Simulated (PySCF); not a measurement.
# C₃H₈O₃Si: NMR shifts, electronic excitations and K edges in gas and solvents, part 2 of 2

PySCF 2.14.0. Atoms count from 0. Earlier steps stand in the parts before.

### Step 5. Excited states and response: CAM-B3LYP/def2-SVPD

What the job is given:

```
{"job": {"kind": "uv", "xc": "CAM-B3LYP", "basis": "def2-SVPD", "dynamic": true, "nstates": 6, "ntriplets": 0}, "charge": 0, "multiplicity": 1}
C      2.503852     0.205177     0.551772
C      1.142035     0.152821    -0.067742
O      0.518800     1.106565    -0.463885
O      0.683943    -1.101662    -0.161681
C     -0.572588    -1.251349    -0.818102
O     -1.618271    -0.814308    -0.051675
Si    -2.318034     0.719513    -0.078017
H      3.251192    -0.073120    -0.207278
H      2.711377     1.223054     0.900240
H      2.582079    -0.517086     1.374814
H     -0.662211    -2.335219    -0.975874
H     -0.517103    -0.725420    -1.789143
H     -1.756944     1.612230     0.971254
H     -3.754680     0.468325     0.237184
H     -2.210622     1.313665    -1.441620
```

Level: TDDFT CAM-B3LYP/def2-SVPD, vertical, gas phase, core orbitals frozen in the response.

Output:

```text
coarse grid: 13104 points
cycle   1  E = -633.5442979610  dE =  1.037e+00  |g| = 1.078e+00  |ddm| = 5.395e+00
cycle   2  E = -633.3403127270  dE =  2.040e-01  |g| = 1.548e+00  |ddm| = 3.154e+00
cycle   3  E = -633.7620947631  dE = -4.218e-01  |g| = 1.845e-01  |ddm| = 1.943e+00
cycle   4  E = -633.7674756123  dE = -5.381e-03  |g| = 7.761e-02  |ddm| = 2.508e-01
cycle   5  E = -633.7685250994  dE = -1.049e-03  |g| = 1.480e-02  |ddm| = 8.592e-02
cycle   6  E = -633.7685734177  dE = -4.832e-05  |g| = 3.844e-03  |ddm| = 2.581e-02
cycle   7  E = -633.7685770860  dE = -3.668e-06  |g| = 9.728e-04  |ddm| = 7.590e-03
final grid: 122152 points
cycle   8  E = -633.8824716337  dE = -2.848e-05  |g| = 3.075e-03  |ddm| = 6.213e-02
cycle   9  E = -633.8824715710  dE =  6.263e-08  |g| = 3.343e-03  |ddm| = 1.093e-02
cycle  10  E = -633.8824736633  dE = -2.092e-06  |g| = 4.475e-04  |ddm| = 4.075e-03
cycle  11  E = -633.8824736961  dE = -3.284e-08  |g| = 2.056e-04  |ddm| = 7.457e-04
cycle  12  E = -633.8824737031  dE = -7.049e-09  |g| = 8.526e-05  |ddm| = 3.317e-04
cycle  13  E = -633.8824737045  dE = -1.400e-09  |g| = 1.273e-05  |ddm| = 8.881e-05
cycle  14  E = -633.8824737046  dE = -4.366e-11  |g| = 4.162e-06  |ddm| = 2.761e-05
converged SCF energy = -633.8824737046

Static polarisability (au): isotropic 73.485, principal 62.729 72.118 85.607

Singlet excitations
state   eV       nm        f      main configurations
  1   5.9364    208.9   0.00082   H->L 0.67, H-1->L 0.15
  2   7.5837    163.5   0.00504   H-1->L 0.41, H-1->L+2 0.14, H->L 0.13
  3   7.9075    156.8   0.01613   H-2->L 0.55, H->L+1 0.09
  4   7.9642    155.7   0.01438   H->L+1 0.43, H-1->L 0.15, H-2->L 0.08
  5   8.0822    153.4   0.03684   H->L+1 0.25, H-1->L+1 0.17, H-1->L 0.10
  6   8.2267    150.7   0.01169   H-2->L+2 0.25, H-3->L 0.25, H-2->L+1 0.14
```

Wall time 27 s (1 thread of AMD EPYC 9R45, shared host); peak memory 0.99 GiB.

Frontier orbitals and where they lie:

| orbital | eV | atoms |
| --- | --- | --- |
| HOMO−3 | -11.06 | O3 33 %, O2 28 %, C1 8 % |
| HOMO−2 | -10.32 | O5 41 %, Si6 14 %, H14 13 % |
| HOMO−1 | -10.01 | Si6 21 %, O5 18 %, O2 17 % |
| HOMO | -9.80 | O2 46 %, O5 17 %, O3 8 % |
| LUMO | 0.93 | C1 31 %, O2 23 %, O3 10 % |
| LUMO+1 | 1.12 | Si6 15 %, C0 15 %, C1 12 % |
| LUMO+2 | 1.49 | Si6 40 %, H12 12 %, H13 12 % |

With each of the 6 states as a Gaussian band of 0.4 eV half-width at 1/e, the curve within the window shown has maxima at 208 nm (ε 33), 154 nm (ε 3,100) L/(mol cm). Beyond the last state computed it falls off for lack of states. The curve at chosen wavelengths:

nm, ε (L/mol/cm) and a bar:
```
      145        844 ########
      148       1784 ##################
      152       2903 #############################
      155       3007 ##############################
      159       2188 ######################
      162       1383 ##############
      166        606 ######
      169        291 ###
      173         97 #
      176         39 
      179         14 
      183          4 
      186          2 
      190          4 
      193          8 
      197         16 
      200         22 
      203         28 
      207         33 
      210         33 
      214         29 
      217         24 
      221         16 
      224         12 
      228          7 
      231          4
```

Further results of this job:

| property | computed |
| --- | --- |
| dipole moment (D) | 2.02 |
| polarisability (Å³) | 10.89 |
| HOMO–LUMO gap (eV) | 10.73 |
| −ε(HOMO) (eV) | 9.80 |
| C6 with itself (au) | 2316 |

### Step 6. Ultraviolet spectrum: CAM-B3LYP/def2-SVPD in dichloromethane

Same as in step 5 but for these lines:

```diff
@@ -1,2 +1,2 @@
-{"job": {"kind": "uv", "xc": "CAM-B3LYP", "basis": "def2-SVPD", "dynamic": true, "nstates": 6, "ntriplets": 0}, "charge": 0, "multiplicity": 1}
+{"job": {"kind": "uv", "xc": "CAM-B3LYP", "basis": "def2-SVPD", "solvent": "dichloromethane", "nstates": 6, "ntriplets": 0}, "charge": 0, "multiplicity": 1}
 C      2.503852     0.205177     0.551772
```

With the program's defaults for keys left out, this is: TDDFT CAM-B3LYP/def2-SVPD, vertical, IEF-PCM dichloromethane (non-equilibrium linear response), core orbitals frozen in the response.

Output:

```text
coarse grid: 13104 points
cycle   1  E = -633.5599765991  dE =  1.021e+00  |g| = 1.063e+00  |ddm| = 5.394e+00
cycle   2  E = -633.3927214345  dE =  1.673e-01  |g| = 1.470e+00  |ddm| = 3.077e+00
cycle   3  E = -633.7713974182  dE = -3.787e-01  |g| = 1.487e-01  |ddm| = 1.866e+00
cycle   4  E = -633.7747577457  dE = -3.360e-03  |g| = 7.012e-02  |ddm| = 2.160e-01
cycle   5  E = -633.7756114108  dE = -8.537e-04  |g| = 1.328e-02  |ddm| = 7.511e-02
cycle   6  E = -633.7756494853  dE = -3.807e-05  |g| = 3.395e-03  |ddm| = 2.293e-02
cycle   7  E = -633.7756524214  dE = -2.936e-06  |g| = 7.361e-04  |ddm| = 7.117e-03
final grid: 122152 points
cycle   8  E = -633.8895159261  dE = -2.866e-05  |g| = 3.097e-03  |ddm| = 6.188e-02
cycle   9  E = -633.8895159680  dE = -4.184e-08  |g| = 3.288e-03  |ddm| = 1.107e-02
cycle  10  E = -633.8895180080  dE = -2.040e-06  |g| = 4.109e-04  |ddm| = 4.082e-03
cycle  11  E = -633.8895180364  dE = -2.837e-08  |g| = 1.795e-04  |ddm| = 6.968e-04
cycle  12  E = -633.8895180423  dE = -5.911e-09  |g| = 6.687e-05  |ddm| = 3.235e-04
cycle  13  E = -633.8895180431  dE = -8.451e-10  |g| = 1.322e-05  |ddm| = 6.968e-05
converged SCF energy = -633.8895180431

Static polarisability (au): isotropic 91.670, principal 81.092 92.417 101.502

Singlet excitations
state   eV       nm        f      main configurations
  1   6.0405    205.3   0.00106   H->L 0.65, H-1->L 0.11, H->L+2 0.10
  2   7.6158    162.8   0.00682   H-1->L 0.46, H->L 0.12, H-1->L+2 0.12
  3   7.9211    156.5   0.02254   H-2->L 0.64
  4   8.0383    154.2   0.02067   H->L+1 0.34, H-1->L 0.20, H-1->L+2 0.08
  5   8.1581    152.0   0.05933   H->L+1 0.35, H-1->L+1 0.17, H-1->L+2 0.11
  6   8.2413    150.4   0.00862   H-2->L+2 0.26, H-3->L 0.23, H-2->L+1 0.20
```

Run time: 22 s. Hardware: 1 thread of AMD EPYC 9R45, shared host; peak memory 1 GiB.

This run: HOMO -9.83 eV, LUMO 0.98 eV; lowest singlet 6.04 eV.

### Step 7. Ultraviolet spectrum: CAM-B3LYP/def2-SVPD in methanol

Same as in step 6 but for these lines:

```diff
@@ -1,2 +1,2 @@
-{"job": {"kind": "uv", "xc": "CAM-B3LYP", "basis": "def2-SVPD", "solvent": "dichloromethane", "nstates": 6, "ntriplets": 0}, "charge": 0, "multiplicity": 1}
+{"job": {"kind": "uv", "xc": "CAM-B3LYP", "basis": "def2-SVPD", "solvent": "methanol", "nstates": 6, "ntriplets": 0}, "charge": 0, "multiplicity": 1}
 C      2.503852     0.205177     0.551772
```

Method: TDDFT CAM-B3LYP/def2-SVPD, vertical, IEF-PCM methanol (non-equilibrium linear response), core orbitals frozen in the response.

Output:

```text
coarse grid: 13104 points
cycle   1  E = -633.5621206350  dE =  1.019e+00  |g| = 1.061e+00  |ddm| = 5.394e+00
cycle   2  E = -633.3990887085  dE =  1.630e-01  |g| = 1.460e+00  |ddm| = 3.070e+00
cycle   3  E = -633.7726871050  dE = -3.736e-01  |g| = 1.446e-01  |ddm| = 1.858e+00
cycle   4  E = -633.7758466397  dE = -3.160e-03  |g| = 6.915e-02  |ddm| = 2.125e-01
cycle   5  E = -633.7766767733  dE = -8.301e-04  |g| = 1.314e-02  |ddm| = 7.391e-02
cycle   6  E = -633.7767138747  dE = -3.710e-05  |g| = 3.343e-03  |ddm| = 2.265e-02
cycle   7  E = -633.7767167282  dE = -2.853e-06  |g| = 7.130e-04  |ddm| = 7.080e-03
final grid: 122152 points
cycle   8  E = -633.8905756791  dE = -2.868e-05  |g| = 3.104e-03  |ddm| = 6.184e-02
cycle   9  E = -633.8905757309  dE = -5.176e-08  |g| = 3.289e-03  |ddm| = 1.109e-02
cycle  10  E = -633.8905777723  dE = -2.041e-06  |g| = 4.074e-04  |ddm| = 4.089e-03
cycle  11  E = -633.8905778003  dE = -2.807e-08  |g| = 1.764e-04  |ddm| = 6.907e-04
cycle  12  E = -633.8905778061  dE = -5.815e-09  |g| = 6.402e-05  |ddm| = 3.242e-04
cycle  13  E = -633.8905778069  dE = -7.756e-10  |g| = 1.351e-05  |ddm| = 6.754e-05
converged SCF energy = -633.8905778069

Static polarisability (au): isotropic 95.040, principal 84.995 96.281 103.844

Singlet excitations
state   eV       nm        f      main configurations
  1   6.0572    204.7   0.00103   H->L 0.64, H->L+2 0.11, H-1->L 0.11
  2   7.6253    162.6   0.00644   H-1->L 0.47, H->L 0.12, H-1->L+2 0.12
  3   7.9269    156.4   0.02096   H-2->L 0.65
  4   8.0497    154.0   0.01977   H->L+1 0.33, H-1->L 0.20, H-1->L+2 0.08
  5   8.1726    151.7   0.05734   H->L+1 0.35, H-1->L+1 0.17, H-1->L+2 0.11
  6   8.2473    150.3   0.00707   H-2->L+2 0.26, H-3->L 0.23, H-2->L+1 0.21
```

Wall time 21 s (1 thread of AMD EPYC 9R45, shared host); peak memory 1 GiB.

Key values: HOMO -9.85 eV, LUMO 0.98 eV; lowest singlet 6.06 eV.

### Step 8. Core excitations: BHandHLYP/def2-SVPD+aug-pcX-1+pcseg-1

Same as in step 7 but for these lines:

```diff
@@ -1,2 +1,2 @@
-{"job": {"kind": "uv", "xc": "CAM-B3LYP", "basis": "def2-SVPD", "solvent": "methanol", "nstates": 6, "ntriplets": 0}, "charge": 0, "multiplicity": 1}
+{"job": {"kind": "xas", "xc": "BHandHLYP", "basis": {"default": "aug-pcX-1", "H": "pcseg-1", "Si": "def2-SVPD"}}, "charge": 0, "multiplicity": 1}
 C      2.503852     0.205177     0.551772
```

Method: core-valence-separated TDA BHandHLYP/aug-pcX-1 H:pcseg-1 Si:def2-SVPD, K edges, non-relativistic, gas phase.

Output:

```text
coarse grid: 13104 points
cycle   1  E = -633.7598715226  dE =  1.032e+00  |g| = 1.024e+00  |ddm| = 4.188e+00
cycle   2  E = -633.6514250024  dE =  1.084e-01  |g| = 1.333e+00  |ddm| = 1.605e+00
cycle   3  E = -633.9472603131  dE = -2.958e-01  |g| = 1.576e-01  |ddm| = 9.154e-01
cycle   4  E = -633.9508530740  dE = -3.593e-03  |g| = 7.706e-02  |ddm| = 1.524e-01
cycle   5  E = -633.9518320112  dE = -9.789e-04  |g| = 1.188e-02  |ddm| = 5.696e-02
cycle   6  E = -633.9518627220  dE = -3.071e-05  |g| = 3.447e-03  |ddm| = 1.353e-02
cycle   7  E = -633.9518657698  dE = -3.048e-06  |g| = 8.530e-04  |ddm| = 4.062e-03
final grid: 122152 points
cycle   8  E = -634.0221890392  dE = -8.862e-05  |g| = 3.088e-03  |ddm| = 3.760e-02
cycle   9  E = -634.0221893633  dE = -3.241e-07  |g| = 2.256e-03  |ddm| = 4.540e-03
cycle  10  E = -634.0221902479  dE = -8.846e-07  |g| = 6.700e-04  |ddm| = 1.938e-03
cycle  11  E = -634.0221903133  dE = -6.547e-08  |g| = 2.707e-04  |ddm| = 5.566e-04
cycle  12  E = -634.0221903258  dE = -1.252e-08  |g| = 5.037e-05  |ddm| = 1.963e-04
cycle  13  E = -634.0221903263  dE = -5.111e-10  |g| = 2.324e-05  |ddm| = 4.993e-05
converged SCF energy = -634.0221903263

C K edge
   eV          f      from atoms
  285.090   0.08769   C1
  285.406   0.00459   C0
  285.838   0.00722   C0
  286.757   0.03513   C0
  286.922   0.03004   C0
  287.451   0.00193   C0
  287.989   0.01048   C0
  288.141   0.00369   C0
  288.339   0.00454   C0
  288.507   0.00727   C0
  288.572   0.03660   C4
  288.707   0.01028   C0
  288.720   0.04446   C4
  288.862   0.00466   C0
  288.937   0.00170   C0
  289.266   0.04201   C4

O K edge
   eV          f      from atoms
  529.566   0.04468   O2
  532.977   0.00805   O5
  533.024   0.01991   O3
  533.684   0.00014   O2
  534.007   0.00856   O5
  534.246   0.01065   O5
  534.404   0.00294   O2
  534.469   0.01018   O5
  534.542   0.00069   O2
  534.632   0.00652   O5
  534.796   0.00185   O2
  534.941   0.00020   O5
  534.943   0.00120   O2
  534.995   0.00242   O3
  535.096   0.00438   O5
  535.249   0.00104   O2
```

Run time: 16 s. Hardware: 1 thread of AMD EPYC 9R45, shared host; peak memory 1 GiB.

### Step 9. Comparing the runs: NMR shifts

Shifts (ppm) of some atoms, chosen among heavy atoms and hydrogens apart, means over like atoms, with basis size and wall time:

| run | C1 | C0 | H10 | H7 | O2 | O3 | O5 | functions | time |
| --- | --- | --- | --- | --- | --- | --- | --- | --- | --- |
| PBE0/pcSseg-1 in dichloromethane | 182.8 | 23.2 | 5.25 | 2.25 | 433.8 | 264.9 | 59.1 | 166 | 13 s |
| PBE0/pcSseg-1 in methanol | 183.4 | 23.4 | 5.27 | 2.27 | 431.8 | 265.7 | 59.6 | 166 | 11 s |

The continuum's effect on the ground state:

| solvent | ε | polarisation energy (Eh) | μ (D) |
| --- | --- | --- | --- |
| dichloromethane | 8.93 | -0.0079 | 2.40 |
| methanol | 32.61 | -0.0092 | 2.46 |

### Step 10. Comparing the runs: electronic excitations

Excitations and ground-state properties, with basis size and wall time:

| run | lowest singlet (eV) | brightest (eV) | f | gap (eV) | α (Å³) | μ (D) | functions | time |
| --- | --- | --- | --- | --- | --- | --- | --- | --- |
| CAM-B3LYP/def2-SVPD | 5.94 | 8.08 | 0.037 | 10.73 | 10.89 | 2.02 | 217 | 27 s |
| CAM-B3LYP/def2-SVPD in dichloromethane | 6.04 | 8.16 | 0.059 | 10.81 | 13.58 | 2.47 | 217 | 22 s |
| CAM-B3LYP/def2-SVPD in methanol | 6.06 | 8.17 | 0.057 | 10.82 | 14.08 | 2.54 | 217 | 21 s |

The continuum's effect on the ground state:

| solvent | ε | polarisation energy (Eh) | μ (D) |
| --- | --- | --- | --- |
| dichloromethane | 8.93 | -0.0079 | 2.47 |
| methanol | 32.61 | -0.0092 | 2.54 |

### Step 11. Summary of results

What follows sums up all 2 parts.

| quantity | value |
| --- | --- |
| point group | C1 |
| rotational constants (main isotopes) | 4.34, 1.41, 1.16 GHz |
| 13C shifts against TMS (PBE0/pcSseg-1, dichloromethane) | 182.8, 89.9, 23.2 ppm |
| 1H shifts against TMS (PBE0/pcSseg-1, dichloromethane, means over atoms taken as alike) | 5.25, 4.80, 2.25 ppm |
| 17O shifts against H2O (PBE0/pcSseg-1, dichloromethane) | 433.8, 264.9, 59.1 ppm |
| 29Si shifts against TMS (PBE0/pcSseg-1, dichloromethane) | -22.2 ppm |
| lowest singlet (CAM-B3LYP/def2-SVPD) | 5.94 eV (209 nm), f = 0.001 |
| brightest single state of those computed | state 5, 8.08 eV, f = 0.037 |
| C K edge | first line 285.09 eV, strongest 285.09 eV (f = 0.088) |
| O K edge | first line 529.57 eV, strongest 529.57 eV (f = 0.045) |
| range of the shift of O2 | 431.8 to 433.8 ppm |
| range of the lowest singlet | 5.94 to 6.06 eV |

Over 11 steps the energy fell by 0.241 eV; of the close pairs, O5–Si6 changed most, 1.630 to 1.686 Å. The most deshielded hydrogen is H10, H11 (mean) (hydrogen on an sp3 carbon bearing two oxygens), at 5.25 ppm: its carbon carries O, hence the downfield position. At PBE0/pcSseg-1: Shielding is most anisotropic at O2 (span 657 ppm, paramagnetic term -499 ppm). The lowest singlet, at 5.94 eV, is HOMO→LUMO 0.67, HOMO−1→LUMO 0.15 and is dark; of the 6 states computed, the strongest absorption comes from state 5 at 8.08 eV. At the C edge the strongest single line lifts a 1s electron of C1 into several orbitals, led by LUMO+2 (weight 0.44), and it is the first line. At the O edge the strongest single line lifts a 1s electron of O2 into several orbitals, led by LUMO+2 (weight 0.39), and it is the first line. Absolute edge energies from this method are off by several eV; spacings are better. In ppm, O2 moves most: its shift spreads over 2.0 ppm, from 431.8 (PBE0/pcSseg-1 in methanol) to 433.8 (PBE0/pcSseg-1 in dichloromethane). The continuum holds electrostatics alone: no hydrogen bonds to the solvent, and the gas-phase geometry is kept.
